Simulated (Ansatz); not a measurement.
# CH₅BClN: taking an electron away

Aim: the vertical ionisation energy of CH₅BClN, as cation minus neutral at the neutral's geometry, on several levels, and how well −ε(HOMO) stands in for it.

The runs use Ansatz 0.2.0, Gaussian basis; unrestricted cation, the program's frozen cores in correlated methods.

Levels to be run: UKS PBE-D4/def2-TZVPP; UKS r2SCAN-D4/def2-TZVPP; UKS PBE0-D4/def2-TZVPP; UKS B3LYP-D4/def2-TZVPP; UKS wB97X-V/def2-TZVPP; UKS wB97M-V/def2-TZVPP; UKS B2PLYP/def2-TZVPP; UHF-CCSD(T)/def2-TZVPP; UHF-CCSD(T)/def2-QZVPP; extrapolation to the limit; then −ε(HOMO) from the neutral's earlier runs with LDA (SPW92), PBE-D4, revPBE-D4, BLYP-D4, r2SCAN-D4, B97M-V, PBE0-D4, B3LYP-D4, r2SCANh-D4, r2SCAN0-D4, HSE06-D4, BHLYP-D4, CAM-B3LYP-D4, LC-ωPBE, ωB97X-V, ωB97M-V.

### Step 1. The geometry

An earlier PBE0-D4/def2-TZVP relaxation fixed the geometry.

SMILES `CB(N)Cl`, 9 atoms, charge 0, spin multiplicity 1.

Atoms are counted from 1 here; the program's logs count them from 0.

Bond lengths: C1–B2 1.563 Å, C1–H5 1.094 Å, C1–H6 1.093 Å, C1–H7 1.094 Å, B2–N3 1.389 Å, B2–Cl4 1.786 Å, N3–H8 1.005 Å, N3–H9 1.005 Å. Angles: B2–C1–H5 110.4°, B2–C1–H6 113.2°, B2–C1–H7 110.4°, H5–C1–H6 108.2°, H5–C1–H7 106.1°, H6–C1–H7 108.2°, C1–B2–N3 124.0°, C1–B2–Cl4 119.1°, N3–B2–Cl4 117.0°, B2–N3–H8 123.0°, B2–N3–H9 122.4°, H8–N3–H9 114.6°.

### Step 2. Cation, UKS PBE-D4/def2-TZVPP

in.yaml

```yaml
crystal:
  periodic: [false, false, false]
  atoms:
    - {symbol: C, position_ang: [0.142490, 0.994888, -0.646228]}
    - {symbol: B, position_ang: [-0.222491, -0.435608, -0.132379]}
    - {symbol: N, position_ang: [0.119054, -0.919610, 1.123970]}
    - {symbol: Cl, position_ang: [-1.133550, -1.536476, -1.204240]}
    - {symbol: H, position_ang: [0.740451, 0.930341, -1.559903]}
    - {symbol: H, position_ang: [0.698520, 1.586397, 0.084992]}
    - {symbol: H, position_ang: [-0.763567, 1.545984, -0.914302]}
    - {symbol: H, position_ang: [-0.123401, -1.842927, 1.439550]}
    - {symbol: H, position_ang: [0.630995, -0.369491, 1.791439]}
basis:
  gaussian: {orbitals: def2-TZVPP}
total_charge: 1
magnetization: {spin_polarized: true, initial_magnetization: 1}
hamiltonian: {xc: pbe, dispersion: d4}
```

Command:

```sh
$ ansatz run in.yaml --threads 2 --pin off --events-out ev --progress --plain --max-ram 32768MiB --backend cpu
```

After this run come: Cation, UKS r2SCAN-D4/def2-TZVPP; Cation, UKS PBE0-D4/def2-TZVPP; Cation, UKS B3LYP-D4/def2-TZVPP; Cation, UKS wB97X-V/def2-TZVPP; Cation, UKS wB97M-V/def2-TZVPP; Cation, UKS B2PLYP (frozen core)/def2-TZVPP; Cation, UHF-CCSD(T)/def2-TZVPP; Cation, UHF-CCSD(T)/def2-QZVPP.

**Question.** What will the summary of the whole plan be? Wanted: ionisation energy, CCSD(T)/CBS; nearest functional by difference; nearest −ε(HOMO); −ε(HOMO) of PBE; T1 of the cation.

As calculated:

```
                        quantity               value
  ionisation energy, CCSD(T)/CBS            10.89 eV
nearest functional by difference  ωB97X-V (-0.18 eV)
                nearest −ε(HOMO)  LC-ωPBE (+0.17 eV)
                 −ε(HOMO) of PBE             6.83 eV
                T1 of the cation               0.043
```

In words: By cation minus neutral, the functionals miss by 0.69 eV at most. The PBE orbital energy is 4.1 eV too small: a semilocal HOMO is no ionisation energy. Among orbital estimates LC-ωPBE comes nearest. Hartree-Fock falls 1.39 eV short, as the neutral has more correlation energy than the cation. The cation's T1 (from the report) is 0.043, near the customary mark of 0.045 for open shells, so the coupled-cluster value is less safe. The cation may have settled in a state other than its lowest; no search over hole states beyond the program's own was made.
